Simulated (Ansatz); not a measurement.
# C3H9GeNO: the cost of one run

Method: the settings change from run to run; program: Ansatz 0.2.0, Gaussian basis.

## (1) The molecule

The geometry comes from an earlier relaxation with PBE0-D4 in a triple-zeta def2 set; it is a stationary point, not always the lowest conformer.

SMILES `CC(C)[O][Ge][NH2]`, 15 atoms, charge 0, spin multiplicity 1.

Atoms are counted from 1 here; the program's logs count them from 0.

Bond lengths: C1–C2 1.515 Å, C1–H7 1.093 Å, C1–H8 1.093 Å, C1–H9 1.091 Å, C2–C3 1.518 Å, C2–O4 1.413 Å, C2–H10 1.101 Å, C3–H11 1.093 Å, C3–H12 1.092 Å, C3–H13 1.093 Å, O4–Ge5 1.790 Å, Ge5–N6 1.830 Å, N6–H14 1.008 Å, N6–H15 1.008 Å. Angles: C2–C1–H7 110.9°, C2–C1–H8 110.0°, C2–C1–H9 110.4°, H7–C1–H8 108.6°, H7–C1–H9 108.6°, H8–C1–H9 108.2°, C1–C2–C3 111.9°, C1–C2–O4 108.0°, C1–C2–H10 107.9°, C3–C2–O4 110.2°, C3–C2–H10 108.9°, O4–C2–H10 109.8°, C2–C3–H11 111.0°, C2–C3–H12 111.1°, C2–C3–H13 109.8°, H11–C3–H12 108.4°, H11–C3–H13 108.5°, H12–C3–H13 108.1° and more.

## (2) r2SCAN0/cc-pVDZ

This run has the search for lower states set to light.

in.yaml

```yaml
crystal:
  periodic: [false, false, false]
  atoms:
    - {symbol: C, position_ang: [-0.613394, -0.957180, 1.638116]}
    - {symbol: C, position_ang: [-0.149670, -0.234987, 0.389096]}
    - {symbol: C, position_ang: [0.523915, -1.176266, -0.593341]}
    - {symbol: O, position_ang: [0.746443, 0.783958, 0.781745]}
    - {symbol: Ge, position_ang: [1.112630, 2.340385, -0.022010]}
    - {symbol: N, position_ang: [0.040642, 2.215225, -1.499581]}
    - {symbol: H, position_ang: [-1.329331, -1.744791, 1.389777]}
    - {symbol: H, position_ang: [0.241294, -1.410367, 2.146199]}
    - {symbol: H, position_ang: [-1.089690, -0.258410, 2.327947]}
    - {symbol: H, position_ang: [-1.033744, 0.211187, -0.092594]}
    - {symbol: H, position_ang: [-0.159289, -1.970736, -0.904638]}
    - {symbol: H, position_ang: [0.857441, -0.640270, -1.484771]}
    - {symbol: H, position_ang: [1.398270, -1.635517, -0.125469]}
    - {symbol: H, position_ang: [-0.563930, 1.451963, -1.760910]}
    - {symbol: H, position_ang: [-0.003488, 2.975006, -2.160164]}
basis:
  gaussian: {orbitals: cc-pVDZ}
hamiltonian: {xc: {name: r2SCAN0}}
scf: {lower_state_search: light}
```

Command:

```sh
$ ansatz run in.yaml --threads 4 --pin off --events-out ev --progress --plain --max-ram 11315MiB
```

**Question.** How long does this run take on 4 threads of Arm Neoverse V2, shared host, and how much memory does it need?

About 3.8 s, with a peak of 0.43 GiB.
